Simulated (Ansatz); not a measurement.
# CH6AlFOSi: the cost of one run

All numbers below are computed with Ansatz 0.2.0 (RKS PBE/def2-SVP).

## 1. Starting point

Bond lengths: O1–Si2 1.660 Å, Si2–Al3 2.349 Å, Si2–C4 1.865 Å, C4–F5 1.379 Å, O1–H6 0.997 Å, Si2–H7 1.499 Å, Al3–H8 1.582 Å, Al3–H9 1.655 Å, C4–H10 1.167 Å, C4–H11 1.037 Å. Angles (14 of 16 angles, heavy atoms first): O1–Si2–Al3 108.2°, O1–Si2–C4 112.8°, Al3–Si2–C4 109.4°, Si2–C4–F5 110.5°, O1–Si2–H7 109.8°, Al3–Si2–H7 109.6°, C4–Si2–H7 107.0°, Si2–O1–H6 108.2°, Si2–Al3–H8 120.2°, Si2–Al3–H9 119.1°, Si2–C4–H10 105.1°, Si2–C4–H11 111.7°, F5–C4–H10 106.1°, F5–C4–H11 113.6°.

As a file:

```xyz
11

O    -1.1700    1.3353    0.9425
Si    0.1874    0.5984    0.3353
Al    0.3692   -1.5293    1.3142
C     0.1454    0.4233   -1.5213
F    -0.0438    1.6522   -2.1188
H    -1.9661    0.8045    0.6607
H     1.3998    1.4125    0.6722
H     0.4539   -2.8196    0.4025
H     0.5312   -1.6475    2.9566
H    -0.8166   -0.1980   -1.7470
H     0.9748   -0.0887   -1.8765
```

## 2. Relaxing end A

File input.yaml:

```yaml
crystal:
  periodic: [false, false, false]
  atoms:
    - { symbol: O, position_ang: [-1.17, 1.3353, 0.9425] }
    - { symbol: Si, position_ang: [0.1874, 0.5984, 0.3353] }
    - { symbol: Al, position_ang: [0.3692, -1.5293, 1.3142] }
    - { symbol: C, position_ang: [0.1454, 0.4233, -1.5213] }
    - { symbol: F, position_ang: [-0.0438, 1.6522, -2.1188] }
    - { symbol: H, position_ang: [-1.9661, 0.8045, 0.6607] }
    - { symbol: H, position_ang: [1.3998, 1.4125, 0.6722] }
    - { symbol: H, position_ang: [0.4539, -2.8196, 0.4025] }
    - { symbol: H, position_ang: [0.5312, -1.6475, 2.9566] }
    - { symbol: H, position_ang: [-0.8166, -0.198, -1.747] }
    - { symbol: H, position_ang: [0.9748, -0.0887, -1.8765] }
basis:
  gaussian: { orbitals: def2-SVP }
hamiltonian:
  xc: pbe
relax:
  f_tol: 0.02
  max_steps: 50
```

Started as:

```console
$ ansatz run input.yaml --threads 2 --pin off --max-ram 3072MiB --backend cpu --events-out ev --progress --plain --runs-dir out
```

Q: Estimate wall time and peak memory on 2 threads of Intel Xeon Platinum 8375C at 2.90GHz (Ice Lake), shared host.

About 51 s, with a peak of 0.2 GiB.
